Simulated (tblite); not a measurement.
# C3H8O2S2Si: the cost of one run

Programs: tblite 0.8.0 and PySCF 2.14.0, with density-fitted response routines of our own. Each step states its level of theory. These are calculated values for one molecule in the gas phase, unless marked as measured. Atoms are numbered from 0 throughout.

## 1. The molecule as given

16 atoms, charge 0, multiplicity 1; geometry from: force field or distance geometry start.

Bonds of the start (Å): C0–O1 1.40, O1–Si2 1.69, Si2–O3 1.68, Si2–S4 2.17, S4–C5 1.83, C5–C6 1.50, C6–S7 1.83, S7–Si2 2.17, C0–H8 1.12, C0–H9 1.11, C0–H10 1.11, O3–H11 1.01, C5–H12 1.09, C5–H13 1.11, C6–H14 1.12, C6–H15 1.13.

## 2. Relaxing the molecule with GFN2-xTB

Job settings and geometry (Å):

```
{"job": {"kind": "relax", "xc": "GFN2-xTB", "basis": "xTB"}, "charge": 0, "multiplicity": 1}
C      3.007900     0.351900     0.005800
O      1.860500    -0.132500    -0.638000
Si     0.550200    -0.373300     0.405500
O      0.900900    -1.159600     1.845800
S     -1.063500    -1.475000    -0.530500
C     -2.254000    -0.104900    -0.760400
C     -2.265400     0.691600     0.508900
S     -0.603500     1.440900     0.717400
H      3.227200    -0.313900     0.877400
H      2.902600     1.419700     0.302700
H      3.829600     0.290000    -0.739900
H      0.750100    -2.145500     1.692500
H     -2.059300     0.488000    -1.651000
H     -3.253500    -0.575100    -0.862900
H     -3.019000     1.522400     0.461300
H     -2.518400     0.084300     1.423800
```

Command:

```
OMP_NUM_THREADS=1 python probes_run.py task.json out
```

One launch serves the whole session: the jobs run in the order shown.

**Question.** How long does this first job take on 1 thread of Arm Neoverse N1, shared host, and how much memory does it need?

About 1.4 s, with a peak of 0.18 GiB.
